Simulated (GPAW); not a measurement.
Crystal: Ta3N.

```
CELL_PARAMETERS angstrom
3.03222 0.00000 0.00000
-1.51611 2.62598 0.00000
0.00000 0.00000 7.52414
ATOMIC_POSITIONS crystal
Ta 0.66667 0.33333 0.82607
Ta 0.33333 0.66667 0.17393
Ta 0.00000 0.00000 0.50000
N 0.00000 0.00000 0.00000
```

The cell comes from a database or a generator and needn't be the stable form of this composition.

Base run:

| Quantity | Value |
| --- | --- |
| Program | GPAW 26.7.0 |
| Functional | RPBE |
| Potentials or basis | the program's PAW data sets (release 1.2.1) made for this functional |
| Cutoff | 800 eV |
| Basis | pw |
| k mesh | 7 × 7 × 3 |
| Occupations | fermi-dirac, width 0.05 eV |
| Spin | no spin polarisation |

Its results: pressure 3.6 GPa; largest force 0.087 eV/Å.

After a change of settings the same cell gave: pressure -8.0 GPa; largest force 0.517 eV/Å. Which change was it?
A. functional from RPBE to PBEsol; potentials or basis from the program's PAW data sets (release 1.2.1) made for this functional to PAW data sets generated in the run's folder for this functional
B. functional from RPBE to LDA; band points from 80 to 60
C. functional from RPBE to PBE; potentials or basis from the program's PAW data sets (release 1.2.1) made for this functional to GPAW PAW data sets (gpaw-data 1.2.1)
D. functional from RPBE to LDA

A.
